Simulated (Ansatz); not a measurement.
# GeHO (doublet): wave-function methods side by side at distance Ge1–O2 = 1.825 Å, cc-pVDZ

Aim: climb from Hartree-Fock through coupled cluster and multireference methods for GeHO (doublet) at one geometry and basis, and see what each rung misses.

Computed with Ansatz 0.2.0, Gaussian basis. Level: cc-pVDZ, core rule «outside noble gas», up to 15 orbitals frozen.

To be run: UHF; CCSD(T) on ROHF; CCSD(T) on UHF; BCCD(T) on ROHF; CISD; CCSDT(Q) on ROHF; CCSDT(Q) on UHF; CASSCF and MRCISD+Q, 3 electrons in 3 orbitals; CASSCF and NEVPT2, 3 electrons in 3 orbitals.

36 further runs of the same task are left out: 13 for a known fault of the program, 19 that didn't finish, 4 set aside as unsound or not needed.

**1. The system**

The geometry derives from a PBE0/def2-TZVP stationary point (not a proven minimum). One bond is set to the value named and the two fragments are kept rigid. No spin-orbit coupling is included. The filled d shell of Ge may be among the frozen orbitals whatever the setting's name suggests; the logs give the count.

3 atoms, charge 0, spin multiplicity 2.

Atoms are counted from 1 here; the program's logs count them from 0.

Bond lengths: Ge1–O2 1.825 Å, Ge1–H3 1.599 Å. Angles: O2–Ge1–H3 112.9°.

In the tables R marks a restricted open-shell determinant and U an unrestricted one; 'pair' is the active space of 3 electrons in 3 orbitals; energies count from the table's Hartree-Fock row.

**2. UHF**

in.yaml

```yaml
crystal:
  periodic: [false, false, false]
  atoms:
    - {symbol: Ge, position_ang: [0.000000, -0.043101, 0.316229]}
    - {symbol: O, position_ang: [0.000000, 0.109180, -1.502407]}
    - {symbol: H, position_ang: [0.000000, 1.373129, 1.058314]}
basis:
  gaussian: {orbitals: cc-pVDZ}
magnetization: {spin_polarized: true, initial_magnetization: 1}
hamiltonian: {xc: hf}
output: {orbitals: {seedname: orbitals}}
```

Run with:

```sh
$ ansatz run in.yaml --threads 1 --pin off --events-out ev --progress --plain --max-ram 2393MiB
```

What it wrote:

```text
Functional definition: HF
  name "HF"
  cite "Fock, Z. Phys. 61, 126 (1930) doi:10.1007/BF01340294"
  parent pbe
  exchange = exact_x
  correlation = 0
501 factors; integrals over basis functions are off by at most 9.9e-4 eV
mean field evaluation 1: about -58516.2811 eV, gradient 3.5e1 eV
mean field evaluation 2: about -58516.2932 eV, gradient 3.5e1 eV
mean field evaluation 4: about -58522.7052 eV, gradient 3.6e0 eV
mean field evaluation 8: about -58523.6273 eV, gradient 1.8e0 eV
mean field evaluation 16: about -58524.0070 eV, gradient 2.4e-1 eV
mean field evaluation 32: about -58516.2811 eV, gradient 3.5e1 eV
mean field evaluation 64: about -58524.0064 eV, gradient 1.1e-1 eV
mean field evaluation 96: about -58523.8935 eV, gradient 5.4e-1 eV
mean field evaluation 128: about -58523.8569 eV, gradient 8.3e-1 eV
mean field evaluation 160: about -58524.0065 eV, gradient 9.4e-2 eV
mean field evaluation 192: about -58522.6988 eV, gradient 8.3e-1 eV
mean field evaluation 224: about -58515.7814 eV, gradient 1.3e1 eV
mean field evaluation 256: about -58523.1329 eV, gradient 3.7e0 eV
mean field evaluation 288: about -58522.6933 eV, gradient 6.3e-1 eV
mean field evaluation 320: about -58520.6160 eV, gradient 5.9e0 eV
mean field evaluation 352: about -58519.1950 eV, gradient 6.5e0 eV
mean field evaluation 384: about -58523.3754 eV, gradient 4.9e-3 eV
mean field evaluation 416: about -58524.0080 eV, gradient 1.9e-4 eV
mean field -58524.01392020 eV, -2150.7178425661 hartree, gradient 6.8e-6 eV, S^2 0.878073; 5 other end points of the search recorded, 0 dependent functions left out
reference -58524.01392020 eV, -2150.7178425661 hartree; 21, 20 occupied and 25, 26 virtual orbitals, 501 factors
Total energy: -58524.01392020 eV, -2150.7178425661 hartree
```

Run time: 3.5 s. Hardware: 1 thread of Arm Neoverse V2, shared host.

From the report: ⟨S²⟩ of the determinant 0.878 (pure doublet: 0.75).

**3. CCSD(T) on ROHF**

in.yaml: that of step 2 with these lines changed.

```diff
@@ -8,4 +8,3 @@
   gaussian: {orbitals: cc-pVDZ}
-magnetization: {spin_polarized: true, initial_magnetization: 1}
-hamiltonian: {xc: hf}
-output: {orbitals: {seedname: orbitals}}
+magnetization: {spin_polarized: false, initial_magnetization: 1}
+correlation: {method: ccsd_t, electrons: outside_noble_gas}
```

The command is unchanged.

What it wrote, shortened:

```text
Functional definition: HF
  name "HF"
  cite "Fock, Z. Phys. 61, 126 (1930) doi:10.1007/BF01340294"
  parent pbe
[...]
501 factors; integrals over basis functions are off by at most 9.9e-4 eV
[...]
mean field -58523.86173632 eV, -2150.7122499117 hartree, gradient 7.0e-6 eV, S^2 0.750000; 13 other end points of the search recorded, 0 dependent functions left out
[...]
determinant -58523.86173632 eV, -2150.7122499117 hartree, with singles and doubles -58531.10905375 eV, -2150.9785839148 hartree
determinant -58523.18479721 eV, -2150.6873728581 hartree, with singles and doubles -58529.93964123 eV, -2150.9356087972 hartree
determinant -58520.17062914 eV, -2150.5766042245 hartree, with singles and doubles -58528.71835211 eV, -2150.8907272498 hartree
15 core orbitals not correlated: weight in the atoms' cores, before any rotation towards them, 0.995 or more for the frozen orbitals, at most 0.007 for the correlated occupied ones
reference -58523.86173632 eV, -2150.7122499117 hartree; 6, 5 occupied and 25, 26 virtual orbitals, 501 factors
second order -6.13421718 eV of doubles, -0.08536850 eV of singles
cycle   1  -7.25076099 eV  change   -3.4e-3 eV  update   1.6e-2
[...]
cycle  15  -7.34635559 eV  change    1.9e-7 eV  update   3.4e-6
perturbative correction -0.28947081 eV, -0.0106378559 hartree
Total energy: -58531.49756272 eV, -2150.9928613559 hartree
```

Run time: 8.5 s. Hardware: 1 thread of Arm Neoverse V2, shared host.

From the report: correlation -7.6358 eV; T1 0.101; largest double amplitude 0.12.

**4. CCSD(T) on UHF**

in.yaml: that of step 3 with these lines changed.

```diff
@@ -8,3 +8,3 @@
   gaussian: {orbitals: cc-pVDZ}
-magnetization: {spin_polarized: false, initial_magnetization: 1}
+magnetization: {spin_polarized: true, initial_magnetization: 1}
 correlation: {method: ccsd_t, electrons: outside_noble_gas}
```

Launched as before.

What it wrote, shortened:

```text
Functional definition: HF
  name "HF"
  cite "Fock, Z. Phys. 61, 126 (1930) doi:10.1007/BF01340294"
  parent pbe
[...]
501 factors; integrals over basis functions are off by at most 9.9e-4 eV
[...]
mean field -58524.01392020 eV, -2150.7178425661 hartree, gradient 2.5e-6 eV, S^2 0.878071; 22 other end points of the search recorded, 0 dependent functions left out
determinant -58524.01392020 eV, -2150.7178425661 hartree, with singles and doubles -58531.10200726 eV, -2150.9783249608 hartree
determinant -58523.39091759 eV, -2150.6949476424 hartree, with singles and doubles -58529.86848013 eV, -2150.9329936750 hartree
determinant -58523.37542748 eV, -2150.6943783911 hartree, with singles and doubles -58530.75019880 eV, -2150.9653962384 hartree
determinant -58523.28067977 eV, -2150.6908964771 hartree, with singles and doubles -58529.94155816 eV, -2150.9356792432 hartree
[...]
determinant -58523.37542748 eV, -2150.6943783911 hartree, with singles and doubles -58530.95925710 eV, -2150.9730789893 hartree
determinant -58522.90853961 eV, -2150.6772205783 hartree, with singles and doubles -58531.09833543 eV, -2150.9781900236 hartree
determinant -58524.00797258 eV, -2150.7176239948 hartree, with singles and doubles -58531.11992817 eV, -2150.9789835421 hartree
determinant -58524.00797258 eV, -2150.7176239948 hartree, with singles and doubles -58531.21122855 eV, -2150.9823387691 hartree
15 core orbitals not correlated: weight in the atoms' cores, before any rotation towards them, 0.995 or more for the frozen orbitals, at most 0.008 for the correlated occupied ones
reference -58524.00797258 eV, -2150.7176239948 hartree; 6, 5 occupied and 25, 26 virtual orbitals, 501 factors
second order -6.11859741 eV of doubles, -0.00000000 eV of singles
cycle   1  -7.20325727 eV  change   -1.3e-6 eV  update   2.6e-6
perturbative correction -0.28300930 eV, -0.0104003998 hartree
Total energy: -58531.49423915 eV, -2150.9927392169 hartree
```

Wall time 19 s (1 thread of Arm Neoverse V2, shared host).

From the report: ⟨S²⟩ of the determinant 0.774 (pure doublet: 0.75); correlation -7.4863 eV; T1 0.090; largest double amplitude 0.11.

**5. BCCD(T) on ROHF**

in.yaml: that of step 4 with these lines changed.

```diff
@@ -8,3 +8,3 @@
   gaussian: {orbitals: cc-pVDZ}
-magnetization: {spin_polarized: true, initial_magnetization: 1}
-correlation: {method: ccsd_t, electrons: outside_noble_gas}
+magnetization: {spin_polarized: false, initial_magnetization: 1}
+correlation: {method: bccd_t, electrons: outside_noble_gas}
```

Launched as before.

What it wrote, shortened:

```text
Functional definition: HF
  name "HF"
  cite "Fock, Z. Phys. 61, 126 (1930) doi:10.1007/BF01340294"
  parent pbe
[...]
501 factors; integrals over basis functions are off by at most 9.9e-4 eV
[...]
mean field -58523.86173632 eV, -2150.7122499117 hartree, gradient 7.0e-6 eV, S^2 0.750000; 13 other end points of the search recorded, 0 dependent functions left out
[...]
determinant -58523.86173632 eV, -2150.7122499117 hartree, with singles and doubles -58531.10905375 eV, -2150.9785839148 hartree
determinant -58523.18479721 eV, -2150.6873728581 hartree, with singles and doubles -58529.93964123 eV, -2150.9356087972 hartree
determinant -58520.17062914 eV, -2150.5766042245 hartree, with singles and doubles -58528.71835211 eV, -2150.8907272498 hartree
15 core orbitals not correlated: weight in the atoms' cores, before any rotation towards them, 0.995 or more for the frozen orbitals, at most 0.007 for the correlated occupied ones
reference -58523.86173632 eV, -2150.7122499117 hartree; 6, 5 occupied and 25, 26 virtual orbitals, 501 factors
second order -6.13421718 eV of doubles, -0.08536850 eV of singles
cycle   1  -7.19962753 eV  change    4.8e-2 eV  update   6.3e-2
[...]
cycle  19  -7.22189358 eV  change    3.8e-6 eV  update   6.4e-6
perturbative correction -0.43848291 eV, -0.0161139498 hartree
Total energy: -58531.52211282 eV, -2150.9937635555 hartree
```

Wall time 8.5 s (1 thread of Arm Neoverse V2, shared host).

From the report: correlation -7.6604 eV; largest double amplitude 0.10.

**6. CISD**

in.yaml: that of step 5 with these lines changed.

```diff
@@ -9,2 +9,2 @@
 magnetization: {spin_polarized: false, initial_magnetization: 1}
-correlation: {method: bccd_t, electrons: outside_noble_gas}
+correlation: {active_space: {ras: {orbitals: [5, 1, 25], electrons: 11, max_holes: 2, max_particles: 2}, fixed_orbitals: true}}
```

The command is unchanged.

What it wrote, shortened:

```text
Functional definition: HF
  name "HF"
  cite "Fock, Z. Phys. 61, 126 (1930) doi:10.1007/BF01340294"
  parent pbe
[...]
501 factors; integrals over basis functions are off by at most 9.9e-4 eV
[...]
mean field -58523.86173632 eV, -2150.7122499117 hartree, gradient 7.0e-6 eV, S^2 0.750000; 13 other end points of the search recorded, 0 dependent functions left out
reference -58523.86173632 eV, -2150.7122499117 hartree; 21, 20 occupied and 25, 26 virtual orbitals, 501 factors
state -58530.40706663 eV, -2150.9527863638 hartree
Total energy: -58530.40706663 eV, -2150.9527863638 hartree
```

Wall time 4.4 s (1 thread of Arm Neoverse V2, shared host).

From the report: 21,528 determinants.

**7. CCSDT(Q) on ROHF**

in.yaml: that of step 6 with these lines changed.

```diff
@@ -9,2 +9,2 @@
 magnetization: {spin_polarized: false, initial_magnetization: 1}
-correlation: {active_space: {ras: {orbitals: [5, 1, 25], electrons: 11, max_holes: 2, max_particles: 2}, fixed_orbitals: true}}
+correlation: {method: ccsdt_q, electrons: outside_noble_gas}
```

Launched as before.

What it wrote, shortened:

```text
Functional definition: HF
  name "HF"
  cite "Fock, Z. Phys. 61, 126 (1930) doi:10.1007/BF01340294"
  parent pbe
[...]
863 factors; integrals over basis functions are off by at most 1.2e-7 eV
[...]
mean field -58523.86193336 eV, -2150.7122571528 hartree, gradient 3.5e-6 eV, S^2 0.750000; 14 other end points of the search recorded, 0 dependent functions left out
[...]
determinant -58523.86193336 eV, -2150.7122571528 hartree, with singles and doubles -58531.10925584 eV, -2150.9785913412 hartree
determinant -58523.18499425 eV, -2150.6873800993 hartree, with singles and doubles -58529.93984874 eV, -2150.9356164229 hartree
determinant -58520.17083119 eV, -2150.5766116497 hartree, with singles and doubles -58528.71855867 eV, -2150.8907348408 hartree
15 core orbitals not correlated: weight in the atoms' cores, before any rotation towards them, 0.995 or more for the frozen orbitals, at most 0.007 for the correlated occupied ones
reference -58523.86193336 eV, -2150.7122571528 hartree; 6, 5 occupied and 25, 26 virtual orbitals, 863 factors
second order -6.13424374 eV of doubles, -0.08536828 eV of singles
cycle   1  -6.64214963 eV  change   -4.2e-1 eV  update   1.2e-1
[...]
cycle  29  -7.72922353 eV  change    1.7e-7 eV  update   8.1e-7
perturbative correction -0.07363920 eV, -0.0027061906 hartree
Total energy: -58531.66479609 eV, -2150.9990070689 hartree
```

Run time: 25 s. Hardware: 1 thread of Arm Neoverse V2, shared host; peak memory 0.33 GiB.

From the report: correlation -7.8029 eV; T1 0.123; largest double amplitude 0.18.

**8. CCSDT(Q) on UHF**

in.yaml: that of step 7 with these lines changed.

```diff
@@ -8,3 +8,3 @@
   gaussian: {orbitals: cc-pVDZ}
-magnetization: {spin_polarized: false, initial_magnetization: 1}
+magnetization: {spin_polarized: true, initial_magnetization: 1}
 correlation: {method: ccsdt_q, electrons: outside_noble_gas}
```

Same command.

What it wrote, shortened:

```text
Functional definition: HF
  name "HF"
  cite "Fock, Z. Phys. 61, 126 (1930) doi:10.1007/BF01340294"
  parent pbe
[...]
863 factors; integrals over basis functions are off by at most 1.2e-7 eV
[...]
mean field -58524.01411729 eV, -2150.7178498090 hartree, gradient 4.7e-6 eV, S^2 0.878076; 22 other end points of the search recorded, 0 dependent functions left out
determinant -58524.01411729 eV, -2150.7178498090 hartree, with singles and doubles -58531.10220951 eV, -2150.9783323935 hartree
determinant -58523.39111656 eV, -2150.6949549544 hartree, with singles and doubles -58529.86868577 eV, -2150.9330012320 hartree
determinant -58523.37562308 eV, -2150.6943855794 hartree, with singles and doubles -58530.75039631 eV, -2150.9654034970 hartree
determinant -58523.28087640 eV, -2150.6909037033 hartree, with singles and doubles -58529.94176556 eV, -2150.9356868650 hartree
[...]
determinant -58522.90873858 eV, -2150.6772278906 hartree, with singles and doubles -58531.09853480 eV, -2150.9781973505 hartree
determinant -58524.00816902 eV, -2150.7176312140 hartree, with singles and doubles -58531.12013265 eV, -2150.9789910569 hartree
determinant -58524.00816902 eV, -2150.7176312140 hartree, with singles and doubles -58531.21143070 eV, -2150.9823461982 hartree
15 core orbitals not correlated: weight in the atoms' cores, before any rotation towards them, 0.995 or more for the frozen orbitals, at most 0.008 for the correlated occupied ones
reference -58524.00816902 eV, -2150.7176312140 hartree; 6, 5 occupied and 25, 26 virtual orbitals, 863 factors
second order -6.11862322 eV of doubles, -0.00000000 eV of singles
cycle   1  -6.53240799 eV  change   -4.1e-1 eV  update   1.2e-1
[...]
cycle  30  -7.58291879 eV  change   -5.9e-7 eV  update   5.5e-7
perturbative correction -0.07694548 eV, -0.0028276941 hartree
Total energy: -58531.66803329 eV, -2150.9991260340 hartree
```

Wall time 39 s (1 thread of Arm Neoverse V2, shared host); peak memory 0.26 GiB.

From the report: ⟨S²⟩ of the determinant 0.774 (pure doublet: 0.75); correlation -7.6599 eV; T1 0.111; largest double amplitude 0.17.

**9. CASSCF and MRCISD+Q, 3 electrons in 3 orbitals**

in.yaml: that of step 8 with these lines changed.

```diff
@@ -8,3 +8,3 @@
   gaussian: {orbitals: cc-pVDZ}
-magnetization: {spin_polarized: true, initial_magnetization: 1}
-correlation: {method: ccsdt_q, electrons: outside_noble_gas}
+magnetization: {spin_polarized: false, initial_magnetization: 1}
+correlation: {method: fic_mrcisd_q, electrons: outside_noble_gas, active_space: {window: {electrons: 3, orbitals: 3}}}
```

Launched as before.

What it wrote, shortened:

```text
Functional definition: HF
  name "HF"
  cite "Fock, Z. Phys. 61, 126 (1930) doi:10.1007/BF01340294"
  parent pbe
[...]
501 factors; integrals over basis functions are off by at most 9.9e-4 eV
[...]
mean field -58523.86173632 eV, -2150.7122499117 hartree, gradient 7.0e-6 eV, S^2 0.750000; 13 other end points of the search recorded, 0 dependent functions left out
reference -58523.86173632 eV, -2150.7122499117 hartree; 21, 20 occupied and 25, 26 virtual orbitals, 501 factors
state -58524.41093993 eV, -2150.7324327719 hartree
contracted CI cycle   1: correlation 0.00000000 eV, 0.0000000000 hartree, residual 2.40e1 eV
contracted CI cycle   2: correlation -5.68576456 eV, -0.2089479935 hartree, residual 4.66e0 eV
contracted CI cycle   3: correlation -6.00581358 eV, -0.2207095781 hartree, residual 1.79e0 eV
[...]
contracted CI cycle   5: correlation -6.10705762 eV, -0.2244302279 hartree, residual 2.89e-1 eV
contracted CI cycle   6: correlation -6.10880482 eV, -0.2244944365 hartree, residual 1.36e-1 eV
contracted CI cycle   7: correlation -6.10923481 eV, -0.2245102384 hartree, residual 6.23e-2 eV
contracted CI cycle   8: correlation -6.10931256 eV, -0.2245130957 hartree, residual 2.64e-2 eV
contracted CI cycle   9: correlation -6.10932581 eV, -0.2245135827 hartree, residual 1.17e-2 eV
contracted CI cycle  10: correlation -6.10932848 eV, -0.2245136805 hartree, residual 4.43e-3 eV
contracted CI cycle  11: correlation -6.10932891 eV, -0.2245136965 hartree, residual 1.88e-3 eV
contracted CI cycle  12: correlation -6.10932898 eV, -0.2245136990 hartree, residual 6.96e-4 eV
state -58524.30763684 eV, -2150.7286364533 hartree; corrected -58530.99831679 eV, -2150.9745144065 hartree
state -58524.41093993 eV, -2150.7324327719 hartree; corrected -58531.21970136 eV, -2150.9826501393 hartree
[...]
Total energy: -58531.21970136 eV, -2150.9826501393 hartree
```

It took 6 s on 1 thread of Arm Neoverse V2, shared host.

From the report: 9 determinants; active occupations 1.97, 1.00, 0.03.

**10. CASSCF and NEVPT2, 3 electrons in 3 orbitals**

in.yaml: that of step 9 with these lines changed.

```diff
@@ -9,2 +9,2 @@
 magnetization: {spin_polarized: false, initial_magnetization: 1}
-correlation: {method: fic_mrcisd_q, electrons: outside_noble_gas, active_space: {window: {electrons: 3, orbitals: 3}}}
+correlation: {method: sc_nevpt2, electrons: outside_noble_gas, active_space: {window: {electrons: 3, orbitals: 3}}}
```

Launched as before.

What it wrote, shortened:

```text
Functional definition: HF
  name "HF"
  cite "Fock, Z. Phys. 61, 126 (1930) doi:10.1007/BF01340294"
  parent pbe
[...]
501 factors; integrals over basis functions are off by at most 9.9e-4 eV
[...]
mean field -58523.86173632 eV, -2150.7122499117 hartree, gradient 7.0e-6 eV, S^2 0.750000; 13 other end points of the search recorded, 0 dependent functions left out
reference -58523.86173632 eV, -2150.7122499117 hartree; 21, 20 occupied and 25, 26 virtual orbitals, 501 factors
state -58524.41093993 eV, -2150.7324327719 hartree
state -58524.41093993 eV, -2150.7324327719 hartree; corrected -58530.05849973 eV, -2150.9399767663 hartree
state -58524.30763684 eV, -2150.7286364533 hartree
state -58524.30763684 eV, -2150.7286364533 hartree; corrected -58530.04881550 eV, -2150.9396208775 hartree
state -58524.41093993 eV, -2150.7324327719 hartree; corrected -58530.05849973 eV, -2150.9399767663 hartree
[...]
Total energy: -58530.05849973 eV, -2150.9399767663 hartree
```

Wall time 5.5 s (1 thread of Arm Neoverse V2, shared host).

From the report: 9 determinants; active occupations 1.97, 1.00, 0.03.

**11. The ladder**

No level here is safe as a reference; RCCSDT(Q) serves as a yardstick only. Rows without a time come out of other runs: HF, MP2 and CCSD of CCSD(T), CCSDT of CCSDT(Q), CASSCF and MRCISD of the multireference runs.

Differences are taken before rounding.

```
       method  energy from the lowest RHF (kJ/mol)  from RCCSDT(Q) (kJ/mol)   time
          RHF                                  0.0                   +752.9       
          UHF                                -14.7                   +738.2  3.5 s
         RMP2                               -600.1                   +152.8       
         UMP2                               -604.5                   +148.4       
        RCCSD                               -708.8                    +44.1       
        UCCSD                               -709.1                    +43.8       
     RCCSD(T)                               -736.7                    +16.1  8.5 s
     UCCSD(T)                               -736.4                    +16.5   19 s
      BCCD(T)                               -739.1                    +13.8  8.5 s
       RCCSDT                               -745.8                     +7.1       
       UCCSDT                               -745.8                     +7.1       
    RCCSDT(Q)                               -752.9                        0   25 s
    UCCSDT(Q)                               -753.2                     -0.3   39 s
  CASSCF pair                                -53.0                   +699.9       
  NEVPT2 pair                               -597.9                   +155.0  5.5 s
  MRCISD pair                               -640.4                   +112.4       
MRCISD+Q pair                               -709.9                    +42.9    6 s
```

Among the levels timed on like hardware and quicker than the yardstick, those that no quicker one beats, quickest first: UHF (3.5 s, +738.2 kJ/mol); NEVPT2 pair (5.5 s, +155.0 kJ/mol); MRCISD+Q pair (6 s, +42.9 kJ/mol); BCCD(T) (8.5 s, +13.8 kJ/mol).

Not comparable, so not listed: CISD (they don't share determinant, frozen orbitals or solution with the rows shown, or repeat one).

**12. Summary of results**

| quantity | value |
| --- | --- |
| RCCSDT(Q) below the RHF energy | -7.8031 eV |
| RMP2 from RCCSDT(Q) | +152.8 kJ/mol |
| UMP2 from RCCSDT(Q) | +148.4 kJ/mol |
| RCCSD from RCCSDT(Q) | +44.1 kJ/mol |
| RCCSD(T) from RCCSDT(Q) | +16.1 kJ/mol |
| UCCSD(T) from RCCSDT(Q) | +16.5 kJ/mol |
| UCCSDT(Q) from RCCSDT(Q) | -0.3 kJ/mol |
| NEVPT2 pair from RCCSDT(Q) | +155.0 kJ/mol |
| MRCISD+Q pair from RCCSDT(Q) | +42.9 kJ/mol |
| T1 diagnostic | 0.101 |

In words: RCCSD(T) misses by +16.1 kJ/mol, 2.1 % of the correlation energy. Coupled cluster took another determinant than the lowest Hartree-Fock one. Warnings: spin contamination; coupled cluster took another determinant than the lowest; large T1 diagnostic.
